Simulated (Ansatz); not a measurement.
# La3Si2F: what a guessed cell relaxes into, part 2 of 2

The task: take a trial cell of La3Si2F to zero force and stress.

Ansatz 0.2.0; DFT PBE, scalar-relativistic, plane waves, PAW.

**4. Relaxation on the finer mesh**

The end of the coarse run is made exact in the group found at a tolerance of 0.06 Å and reduced to its primitive cell.

File input.yaml:

```yaml
crystal:
  lattice:
    - [7.8775915733, 0.0, 0.0]
    - [-3.9387957867, 6.8221944231, 0.0]
    - [0.0, 0.0, 3.9950102097]
  atoms:
    - { symbol: La, position: [0.5, 0.0, 0.5] }
    - { symbol: La, position: [0.5, 0.5, 0.5] }
    - { symbol: La, position: [0.0, 0.5, 0.5] }
    - { symbol: Si, position: [0.3333333333, 0.6666666667, 0.0] }
    - { symbol: Si, position: [0.6666666667, 0.3333333333, 0.0] }
    - { symbol: F, position: [0.0, 0.0, 0.0] }
basis:
  ecutwfc: 420
kpoints:
  mp_grid: { grid: [6, 6, 10] }
hamiltonian:
  xc: pbe
scf:
  occupations: { method: gaussian, width: 0.1 }
output:
  forces: true
  stress: true
  eigenvalues: true
  write_density: true
  write_potential: true
  elf: true
  volumetric_format: npy
relax:
  adjacent_minimum: "off"
  f_tol: 0.01
  max_steps: 80
  cell: { stress_tol: 0.05 }
```

Started as:

```bash
> ansatz run input.yaml --threads 1 --pin off --max-ram 2048MiB --backend cpu --events-out ev --progress --plain --runs-dir out
```

Standard output:

```text
Warning: RAYON_NUM_THREADS=1 ignored (pool sized by the plan → 1); use --threads N
Engine: ansatz 0.2.0, aarch64-unknown-linux-gnu
Pseudopotentials: kind: paw
Pseudopotential: La, paw, valence charge 11, recommended cutoff 420 eV (normal), La.paw.azcp
Pseudopotential: Si, paw, valence charge 4, recommended cutoff 420 eV (normal), Si.paw.azcp
Pseudopotential: F, paw, valence charge 7, recommended cutoff 420 eV (normal), F.paw.azcp
Functional definition: PBE
  parameter kappa = 0.804
  parameter beta = 0.06672455060314922
  exchange = pbe_x(kappa = kappa, mu = beta*pi^2/3)
  correlation = pbe_c(beta = beta)
Crystal: 6 atoms, lattice volume = 214.702 Å³
Basis set: ecut = 420 eV, 4219 PW (Γ), exchange–correlation on 108×108×54 points (8 copies of the dense FFT grid, shifted against one another)
Bands: 30, of which v1, the nominal top of the filled ones, is band 24 counted from 1 (23 counted from 0)
Symmetry: 24 space group operations
Space group: P6/mmm (ITA 191), of the structure as read, at distance tolerance 6.0e-5 Å
k-points: 42 of 360
Non-local potential: La, projectors of the file, l = 0: 3, l = 1: 2, l = 2: 2, l = 3: 3
Non-local potential: Si, projectors of the file, l = 0: 2, l = 1: 2, l = 2: 2
Non-local potential: F, projectors of the file, l = 0: 2, l = 1: 2, l = 2: 1
PAW form: soft (Blöchl's): semilocal exchange-correlation on the pseudo side does not see the compensation charge
PAW one-centre angular grid: La, 590 points (default); XC on 64 Gauss nodes
PAW one-centre angular grid: Si, 110 points (default); XC on 64 Gauss nodes
PAW one-centre angular grid: F, 110 points (default); XC on 64 Gauss nodes
Initial density: superposition of atomic densities (neutral atoms: chi_scale 0, normalization atom), corrected by the library's trained network
Initial wavefunctions: pseudopotential atomic-orbital guess
Functional: x = pbe(κ = 0.804, μ = 0.2195149727645171), c = pbe(β = 0.06672455060314922)
SCF iter   1: F=—  HF=-20830.795712 eV  |F-HF|=—  |Δ(HF+E_count)|=         —  Δρ=4.38e-3  dr2=8.00e-2  ethr=1.77e-3  ⟨swp⟩=6.4  Hψ=6468  notcnv=0
preconditioner: auto → LDOS  [metal: Δε(μ)=0.086 eV  Ē_g=3.323 eV  σ=0.100 eV  W_gap=0.41  n_scr=32 (ndim 8)  ℏωp=11.9 eV  f_vac=0.101  D(μ)=1.16/eV (n_scr^D=6)  β→1.0]
SCF iter   2: F=—  HF=-20830.872659 eV  |F-HF|=—  |Δ(HF+E_count)|=   7.69e-2  Δρ=1.63e-2  dr2=6.33e-1  ethr=1.67e-4  ⟨swp⟩=4.1  Hψ=3209  notcnv=0  defer=46
SCF iter   3: F=—  HF=-20830.796371 eV  |F-HF|=—  |Δ(HF+E_count)|=   7.63e-2  Δρ=4.90e-3  dr2=3.99e-2  ethr=1.67e-4  ⟨swp⟩=3.7  Hψ=2926  notcnv=0  defer=47
SCF iter   4: F=—  HF=-20830.788548 eV  |F-HF|=—  |Δ(HF+E_count)|=   7.82e-3  Δρ=8.27e-4  dr2=1.79e-3  ethr=8.32e-5  ⟨swp⟩=2.5  Hψ=2541  notcnv=0  defer=49
SCF iter   5: F=—  HF=-20830.788359 eV  |F-HF|=—  |Δ(HF+E_count)|=   1.89e-4  Δρ=1.26e-4  dr2=3.09e-5  ethr=3.74e-6  ⟨swp⟩=2.0  Hψ=1444  notcnv=0  defer=49
SCF iter   6: F=—  HF=-20830.788535 eV  |F-HF|=—  |Δ(HF+E_count)|=   1.76e-4  Δρ=1.14e-5  dr2=4.29e-7  ethr=6.44e-8  ⟨swp⟩=2.6  Hψ=2228  notcnv=0  defer=49
SCF iter   7: F=-20830.788535 eV  HF=-20830.788535 eV  |F-HF|=3.34e-8  |Δ(HF+E_count)|=   2.22e-8  Δρ=3.57e-6  dr2=5.05e-8  ethr=2.08e-10  ⟨swp⟩=21.8  Hψ=11326  notcnv=0
SCF 1 converged in 7 iterations: F = -20830.788535 eV  dr2 = 5.05e-8
relax step   1: F+E_penalty+E_count = -20830.78853525 eV  Δ(F+E_penalty+E_count) = +0.000e0 eV  max|allowed force component| = 9.252e-18 eV/Å  Δτ_max = 0.0000 Å  P = +0.064 GPa  Ω = 214.702 Å³  (7 SCF iters, dr2 threshold 1.00e-7 eV, accepted)
Crystal: 6 atoms, lattice volume = 215.549 Å³
Basis set: ecut = 420 eV, 4195 PW (Γ), exchange–correlation on 108×108×54 points (8 copies of the dense FFT grid, shifted against one another)
Initial density: handed on by an earlier stage of this run
Initial wavefunctions: those handed on with the density
iter 1 solved again at ethr=1.24e-5 eV; its pass at ethr=3.10e-3 eV (dr2=5.95e-3 eV) is discarded
SCF iter   1: F=—  HF=-20830.791516 eV  |F-HF|=—  |Δ(HF+E_count)|=         —  Δρ=1.33e-3  dr2=6.03e-3  ethr=1.24e-5  ⟨swp⟩=3.0  Hψ=9104  notcnv=0
preconditioner: auto → LDOS  [insulator: Δε(μ)=0.127 eV  Ē_g=3.256 eV  σ=0.100 eV  W_gap=0.54  n_scr=32 (ndim 8)  ℏωp=11.9 eV  f_vac=0.100  D(μ)=1.18/eV (n_scr^D=6)  ε∞_Penn≈14.3  β→1.0]
SCF iter   2: F=—  HF=-20830.798082 eV  |F-HF|=—  |Δ(HF+E_count)|=   6.57e-3  Δρ=4.72e-3  dr2=4.71e-2  ethr=1.24e-5  ⟨swp⟩=3.0  Hψ=2428  notcnv=0  recentre
SCF iter   3: F=—  HF=-20830.790680 eV  |F-HF|=—  |Δ(HF+E_count)|=   7.40e-3  Δρ=8.32e-4  dr2=1.82e-3  ethr=1.24e-5  ⟨swp⟩=3.0  Hψ=2653  notcnv=0
SCF iter   4: F=—  HF=-20830.790438 eV  |F-HF|=—  |Δ(HF+E_count)|=   2.42e-4  Δρ=6.24e-5  dr2=7.20e-6  ethr=3.80e-6  ⟨swp⟩=2.0  Hψ=1498  notcnv=0
SCF iter   5: F=—  HF=-20830.790593 eV  |F-HF|=—  |Δ(HF+E_count)|=   1.55e-4  Δρ=1.86e-5  dr2=1.86e-6  ethr=1.50e-8  ⟨swp⟩=2.9  Hψ=2220  notcnv=0
SCF iter   6: F=-20830.790593 eV  HF=-20830.790593 eV  |F-HF|=4.54e-8  |Δ(HF+E_count)|=   1.24e-7  Δρ=4.47e-6  dr2=8.55e-8  ethr=4.91e-10  ⟨swp⟩=17.1  Hψ=11663  notcnv=0
SCF 2 converged in 6 iterations: F = -20830.790593 eV  dr2 = 8.55e-8
relax step   2: F+E_penalty+E_count = -20830.79059273 eV  Δ(F+E_penalty+E_count) = -2.057e-3 eV  max|allowed force component| = 6.553e-18 eV/Å  Δτ_max = 0.0000 Å  P = +0.036 GPa  Ω = 215.549 Å³  energy of the carried Pulay correction = -3.522e-4 eV  (6 SCF iters, dr2 threshold 2.36e-7 eV, accepted)
Crystal: 6 atoms, lattice volume = 215.642 Å³
iter 1 solved again at ethr=1.66e-7 eV; its pass at ethr=3.10e-3 eV (dr2=7.97e-5 eV) is discarded
SCF iter   1: F=—  HF=-20830.790971 eV  |F-HF|=—  |Δ(HF+E_count)|=         —  Δρ=1.96e-4  dr2=1.02e-4  ethr=1.66e-7  ⟨swp⟩=5.3  Hψ=8968  notcnv=0
preconditioner: auto → LDOS  [insulator: Δε(μ)=0.137 eV  Ē_g=3.232 eV  σ=0.100 eV  W_gap=0.51  n_scr=32 (ndim 8)  ℏωp=11.9 eV  f_vac=0.095  D(μ)=1.17/eV (n_scr^D=6)  ε∞_Penn≈14.5  β→1.0]
SCF iter   2: F=—  HF=-20830.790971 eV  |F-HF|=—  |Δ(HF+E_count)|=   4.67e-7  Δρ=9.36e-5  dr2=3.22e-5  ethr=1.66e-7  ⟨swp⟩=2.0  Hψ=2250  notcnv=0
SCF iter   3: F=—  HF=-20830.790965 eV  |F-HF|=—  |Δ(HF+E_count)|=   6.04e-6  Δρ=3.58e-5  dr2=2.84e-6  ethr=6.70e-8  ⟨swp⟩=2.3  Hψ=2061  notcnv=0
SCF iter   4: F=—  HF=-20830.790966 eV  |F-HF|=—  |Δ(HF+E_count)|=   6.52e-7  Δρ=5.21e-5  dr2=4.97e-6  ethr=5.92e-9  ⟨swp⟩=2.8  Hψ=2177  notcnv=0
SCF iter   5: F=-20830.790965 eV  HF=-20830.790965 eV  |F-HF|=5.84e-9  |Δ(HF+E_count)|=   8.32e-7  Δρ=2.32e-6  dr2=1.63e-8  ethr=1.73e-10  ⟨swp⟩=12.6  Hψ=10775  notcnv=0
SCF 3 converged in 5 iterations: F = -20830.790965 eV  dr2 = 1.63e-8
relax step   3: F+E_penalty+E_count = -20830.79096506 eV  Δ(F+E_penalty+E_count) = -3.723e-4 eV  max|allowed force component| = 1.812e-17 eV/Å  Δτ_max = 0.0000 Å  P = -0.012 GPa  Ω = 215.642 Å³  energy of the carried Pulay correction = -3.860e-4 eV  (5 SCF iters, dr2 threshold 8.31e-8 eV, accepted)
Initial wavefunctions: pseudopotential atomic-orbital guess (no wavefunctions were taken with the density)
iter 1 solved again at ethr=2.69e-7 eV; its pass at ethr=3.10e-3 eV (dr2=1.29e-4 eV) is discarded
SCF iter   1: F=—  HF=-20830.791279 eV  |F-HF|=—  |Δ(HF+E_count)|=         —  Δρ=2.91e-5  dr2=2.65e-7  ethr=2.69e-7  ⟨swp⟩=7.6  Hψ=11313  notcnv=1
preconditioner: auto → LDOS  [insulator: Δε(μ)=0.138 eV  Ē_g=3.233 eV  σ=0.100 eV  W_gap=0.52  n_scr=32 (ndim 8)  ℏωp=11.9 eV  f_vac=0.096  D(μ)=1.17/eV (n_scr^D=6)  ε∞_Penn≈14.5  β→1.0]
SCF iter   2: F=—  HF=-20830.791441 eV  |F-HF|=—  |Δ(HF+E_count)|=   1.62e-4  Δρ=2.62e-5  dr2=1.16e-6  ethr=5.53e-10  ⟨swp⟩=3.2  Hψ=2431  notcnv=0
SCF iter   3: F=—  HF=-20830.791441 eV  |F-HF|=—  |Δ(HF+E_count)|=   9.16e-8  Δρ=1.81e-5  dr2=6.53e-7  ethr=5.53e-10  ⟨swp⟩=3.0  Hψ=2309  notcnv=0
SCF iter   4: F=—  HF=-20830.791441 eV  |F-HF|=—  |Δ(HF+E_count)|=   8.93e-8  Δρ=7.89e-6  dr2=1.21e-7  ethr=5.53e-10  ⟨swp⟩=2.0  Hψ=2035  notcnv=0
SCF iter   5: F=—  HF=-20830.791441 eV  |F-HF|=—  |Δ(HF+E_count)|=   1.86e-8  Δρ=1.66e-6  dr2=4.98e-9  ethr=2.53e-10  ⟨swp⟩=2.0  Hψ=1721  notcnv=0
SCF iter   6: F=-20830.791441 eV  HF=-20830.791441 eV  |F-HF|=1.82e-11  |Δ(HF+E_count)|=  4.37e-10  Δρ=1.37e-7  dr2=2.26e-11  ethr=1.00e-12  ⟨swp⟩=8.8  Hψ=8160  notcnv=0
SCF 4 converged in 6 iterations: F = -20830.791441 eV  dr2 = 2.26e-11
relax step   4: F+E_penalty+E_count = -20830.79144080 eV  Δ(F+E_penalty+E_count) = -4.757e-4 eV  max|allowed force component| = 1.388e-17 eV/Å  Δτ_max = 0.0000 Å  P = -0.008 GPa  Ω = 215.642 Å³  stress off target by 1.39e-2 GPa  SCF on the basis re-selected at this cell (its energy is not comparable with the rows above)  (6 SCF iters)
basis re-selected at this cell: Δ(F+E_penalty+E_count) = -4.757e-4 eV, ΔP = +0.004 GPa vs the last step (what re-selecting the basis moved, of the pressure what is left beyond the Pulay correction that the steps carried, after the strain that the cell walked since its last selection, with what the two solves' SCF thresholds leave and, on support functions, any second-order correction that the steps lacked; it is no measure of the basis error at this ecutwfc). This SCF's stress stands 1.39e-2 GPa from its target on what of the cell is left free (relax.cell.stress_tol is 5.00e-2 GPa) and its largest allowed force component is 1.39e-17 eV/Å (relax.f_tol is 1.00e-2 eV/Å): within both
SCF converged after 6 iterations
Free energy (F): -20830.791441 eV
Harris-Foulkes:  -20830.791441 eV  (|F-HF|=1.82e-11)
Internal energy: -20830.785589 eV  (E = F + TS)
E sigma→0 (E₀):  -20830.788515 eV
Entropy (-TS):   -0.005852 eV (-0.975 meV/atom)
Fermi energy:    5.684894 eV
--- Per-component energies (eV) ---
  E_band       = -308.396394
  E_kinetic    = 854.902486
  E_local      = -2323.817529  (includes V_loc(G=0)·N_el)
  E_nonlocal   = 415.597155
  E_hartree    = 820.416332
  E_xc         = -604.611466
  E_vxc        = -633.231990  (∫ρ·V_xc dr)
  E_paw        = -17476.198460  (= ΣΔE_a)
  E_vpaw       = -262.681034  (= ΣTr[D̂ρ^β])
  E_aug_tail   = 0.002043  (compensation charges beyond the density's cutoff)
  E_ewald      = -2517.076151
  E_smearing   = -0.005852  (= −TS)
  E_closure    = 0.000000  (closes the sum)
  Σ components = -20830.791441   (vs F -20830.791441, Δ=0.00e0)
--- Forces (eV/Å), atoms counted from 1 ---
  atom   1  La     0.00000000     0.00000000     0.00000000
  atom   2  La    -0.00000000     0.00000000     0.00000000
  atom   3  La    -0.00000000     0.00000000     0.00000000
  atom   4  Si    -0.00000000     0.00000000     0.00000000
  atom   5  Si     0.00000000    -0.00000000     0.00000000
  atom   6  F      0.00000000    -0.00000000     0.00000000
  max |Σ_I F_I| component: 1.35e-29 eV/Å
--- Stress (GPa, compression-positive) ---
       -0.005481      -0.000000       0.000000
       -0.000000      -0.005481       0.000000
        0.000000       0.000000      -0.013921
  P = ⅓ Tr σ = -0.0083 GPa (-0.083 kbar)
--- Band table (eV; the first three rows and the last of 42) ---
  k-point 0: bands = ["-27.2019", "-27.1476", "-27.1476", "-13.9295", "-11.3329", "-11.1823", "-11.1823", "-10.9173", "-10.6483", "-10.6035", "-10.6035", "-10.5604", "-10.5604", "-1.5314", "0.2738", "3.4019", "3.4019", "4.2835", "4.2835", "4.6059", "4.6512", "4.9928", "5.8132", "5.8132", "5.8646", "5.8646", "6.0549", "6.3236", "7.1912", "7.3684"]
  k-point 1: bands = ["-27.1986", "-27.1445", "-27.1445", "-13.9285", "-11.3189", "-11.1769", "-11.1769", "-10.9136", "-10.7052", "-10.6076", "-10.6076", "-10.5977", "-10.5977", "-1.4026", "0.1116", "3.5706", "3.5706", "4.2757", "4.2757", "4.6007", "4.7444", "4.9133", "5.5370", "5.5370", "5.9623", "5.9623", "6.0617", "6.3724", "7.2500", "7.3625"]
  k-point 2: bands = ["-27.1898", "-27.1363", "-27.1363", "-13.9260", "-11.2817", "-11.1627", "-11.1627", "-10.9039", "-10.8494", "-10.7287", "-10.7287", "-10.5826", "-10.5826", "-1.0441", "-0.2676", "4.0274", "4.0274", "4.2311", "4.2311", "4.4383", "4.4905", "5.0281", "5.0281", "5.0562", "6.2266", "6.2266", "6.2391", "6.6279", "7.3361", "7.3361"]
  k-point 41: bands = ["-27.1408", "-27.1408", "-27.1148", "-13.9193", "-11.1159", "-11.1159", "-11.0865", "-11.0285", "-11.0247", "-11.0247", "-10.8533", "-10.8533", "-10.5878", "-0.4736", "-0.4736", "3.7928", "3.7928", "4.2875", "4.3128", "4.3128", "4.3358", "4.7560", "4.9427", "4.9427", "6.6097", "7.0488", "7.0488", "7.2050", "7.2260", "7.2260"]
--- Relaxed structure (3 steps of the walk, 3 accepted, 1 SCFs on fresh bases) ---
  F+E_penalty+E_count = -20830.79144080 eV   max|allowed force component| = 1.388e-17 eV/Å   (the final SCF, on the basis selected at the relaxed cell)
  cell:  # Å, volume = 215.6416 Å³
    - [7.9178632564449725, 2.9015026313366727e-11, 0.0]
    - [-3.958931628247614, 6.857070723758221, 0.0]
    - [0.0, 0.0, 3.971787293094028]
  atoms:
    - { symbol: La, position: [0.5, 0.0, 0.49999999999999994] }
    - { symbol: La, position: [0.5, 0.49999999999999994, 0.49999999999999994] }
    - { symbol: La, position: [0.0, 0.5, 0.49999999999999994] }
    - { symbol: Si, position: [0.33333333333333337, 0.6666666666666667, 0.0] }
    - { symbol: Si, position: [0.6666666666666667, 0.3333333333333333, 0.0] }
    - { symbol: F, position: [-1.0998627103644089e-35, -2.293103991538114e-35, 0.0] }
```

Run time: 76 s. Hardware: 1 thread of Arm Neoverse V2, shared host; peak memory 0.57 GiB.

Step by step:

| step | E - E(step 1) (eV/cell) | largest force component (eV/Å) | pressure (GPa) | volume (Å³) |
| --- | --- | --- | --- | --- |
| 1 | 0.0000 | 0.0000 | 0.06 | 214.70 |
| 2 | -0.0021 | 0.0000 | 0.04 | 215.55 |
| 3 | -0.0024 | 0.0000 | -0.01 | 215.64 |
| 4 | -0.0029 | 0.0000 | -0.01 | 215.64 |

Step 1 is the start. Step 4 repeats the geometry before it on a plane-wave basis chosen anew for that cell, so its energy need not be comparable with the rows above.

|  | before | after | change |
| --- | --- | --- | --- |
| a (Å) | 7.878 | 7.918 | +0.5 % |
| b (Å) | 7.878 | 7.918 | +0.5 % |
| c (Å) | 3.995 | 3.972 | -0.6 % |
| volume (Å³/atom) | 35.78 | 35.94 | +0.4 % |
| shortest distance (Å) | 3.027 | 3.028 | 0.0 % |
| space group (0.01 Å) | P6/mmm | P6/mmm | same |

The run keeps the 24 symmetry operations of the start, so it could not have lowered the symmetry.

Density in a lattice plane of the grid's cell (edges 7.92 and 7.92 Å, at 0.000 of the third edge), which holds Si and F.

Ten even steps from ' ' (0.01 e/Å³) to '@' (13.93 e/Å³):
```
==..                                        ..==
                                                
                                                
                                                
                                                
                                                
                                                
                                                
                                                
                                                
                                                
                                                
                                                
                                                
                                                
                                                
                                                
                                                
====..                                        ..
@@++..                                      ..++
```
Columns run along the first of these edges and rows up along the second, over one cell in 24 and 20 even steps from the bottom left corner. Atoms in the plane (fractional): Si at (0.33, 0.67), Si at (0.67, 0.33), F at (1.00, 1.00).

ELF in the same plane.

Ten even steps from ' ' (0.02) to '@' (0.84):
```
@@@@##--      ..::::::::::::::::..    ..==%%@@%%
%%**--      ::++++**********++==..    ..==##@@@@
==::    ..==##%%%%@@@@@@@@%%%%**::    ..--++****
      ..++%%@@@@@@@@@@@@@@@@%%**::      ........
    ..++%%@@@@@@##++##@@@@@@%%++..              
  ..--##@@@@@@++==--**@@@@%%**--..              
..::==##@@@@**==++--%%@@@@**--......::------::..
..::==%%@@@@**==++%%@@%%**--....--++##%%%%**==::
..::==%%@@@@@@@@@@@@%%++::..::==##%%@@@@@@##==::
..::==##@@@@@@@@@@##==::..::==##@@@@@@@@@@##==::
..::==##@@@@@@%%##==::..::++%%@@@@@@@@@@@@%%==::
..::==**%%%%##++--....--**%%@@%%++==**@@@@%%==::
....::------::......--**@@@@%%--++==**@@@@##==::
                ..--**%%@@@@**--==++@@@@@@##--..
                ..++%%@@@@@@##++##@@@@@@%%++..  
  ........      ::**%%@@@@@@@@@@@@@@@@%%++..    
==****++--..    ::**%%%%@@@@@@@@%%%%##==..    ::
%%@@@@##==..    ..==++**********++++::      --**
@@%%@@%%==..    ..::::::::::::::::..      --##@@
==%%@@**::        ..............        ::**@@%%
```
Columns run along the first of these edges and rows up along the second, over one cell in 24 and 20 even steps from the bottom left corner. Atoms in the plane (fractional): Si at (0.33, 0.67), Si at (0.67, 0.33), F at (1.00, 1.00).

Both are smooth fields of the valence electrons: close to the nuclei they are not physical.

The highest ELF values outside the cores: 0.84 beside Si, off the lines to its neighbours, 1.1 Å from Si; 0.82 in the shell around F, 0.6 Å from F; 0.81 in the shell around Si, 1.0 Å from Si.

**5. Outcome**

This closing draws on all 2 parts. Changes of volume or cell count from the first structure of part 1.

```
                                                              quantity                                                                       value
                                symmetry at the end (tolerance 0.05 Å)                                                space group P6/mmm (No. 191)
                                                     conventional cell  a = 7.918 Å, b = 7.918 Å, c = 3.972 Å, α = 90.00°, β = 90.00°, γ = 120.00°
                                                                volume                                                               35.94 Å³/atom
energy over the elements (uncorrected; H, N, O, F and Cl as molecules)                                                               -0.55 eV/atom
                                                       gap on the mesh                                                                none (metal)
```

What this shows: The space group P6/mmm (No. 191) is kept, and the volume per atom grows by 55.7 % from the first guess. A negative formation energy is needed for stability but isn't enough; other structures and compounds were not set against it here. No finished test with a distortion of lower symmetry is shown, so the end may be a saddle point. Spin-orbit coupling is left out for La.
